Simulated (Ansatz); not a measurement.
HPbNO4:

```
CELL_PARAMETERS angstrom
4.92453 0.00000 0.00000
0.00000 5.59720 0.00000
0.00000 0.00000 7.24347
ATOMIC_POSITIONS crystal
H 0.00000 0.50000 0.19317
H 0.50000 0.00000 0.80683
Pb 0.50000 0.50000 0.95257
Pb 0.00000 0.00000 0.04743
N 0.00000 0.00000 0.63654
N 0.50000 0.50000 0.36346
O 0.00000 0.50000 0.05860
O 0.50000 0.00000 0.94140
O 0.00000 0.19569 0.72995
O 0.00000 0.80431 0.72995
O 0.00000 0.00000 0.46750
O 0.50000 0.69569 0.27005
O 0.50000 0.30431 0.27005
O 0.50000 0.50000 0.53250
```

The cell was built by a generator and needn't be a form met in nature.

```yaml
Program: Ansatz 0.2.0
Task: relaxation of cell and atoms
Functional: PBEsol
Dispersion: D3(BJ)
Potentials_or_basis: Ansatz PAW
Cutoff: "420 eV (not typed: the program's choice for these potentials)"
k_mesh: 4 × 4 × 3
Occupations: fermi-dirac, width 0.05 eV
Spin: no spin polarisation
```

At the start: volume 14.26 Å³/atom.

Task: Where does the relaxation end?

Result: It ends after 13 steps and the volume is 12.65 Å³/atom (-11.3 %); space group Pmmn (No. 59, to 0.05 Å).

Step by step:
```tsv
step	energy change (eV)	largest force (eV/Å)	volume (Å³)
1	0.0000	0.4522	199.66
2	-0.2136	0.4127	173.04
3	-0.2410	0.1558	182.95
4	-0.2549	0.0883	182.15
5	-0.2624	0.0701	180.98
6	-0.2641	0.0935	180.78
7	-0.2678	0.0088	180.15
8	-0.2159	0.0069	180.15
9	-0.2348	0.0233	176.78
10	-0.2327	0.0077	177.40
11	-0.2209	0.0083	177.40
12	-0.2224	0.0037	177.11
13	-0.2210	0.0037	177.11
```

Final structure:
```
H Pb N O
1.0
     4.71205    0.00000    0.00000
     0.00000    5.34710    0.00000
     0.00000    0.00000    7.02945
H Pb N O
2 2 2 8
Direct
  0.00000 0.50000 0.20307
  0.50000 0.00000 0.79693
  0.50000 0.50000 0.93593
  0.00000 0.00000 0.06407
  0.00000 0.00000 0.63862
  0.50000 0.50000 0.36138
  0.00000 0.50000 0.06408
  0.50000 0.00000 0.93592
  0.00000 0.20355 0.73319
  0.00000 0.79645 0.73319
  0.00000 0.00000 0.46470
  0.50000 0.70355 0.26681
  0.50000 0.29645 0.26681
  0.50000 0.50000 0.53530
```

Caveat: the plane-wave basis is chosen anew once the cell has moved, so the energies of steps on either side of that aren't comparable; the pressure holds a Pulay correction of +0.7 GPa for the finite cutoff; the PAW data sets come from PBE, with cores solved anew for the run's functional, which leaves a small shift of forces and pressure.
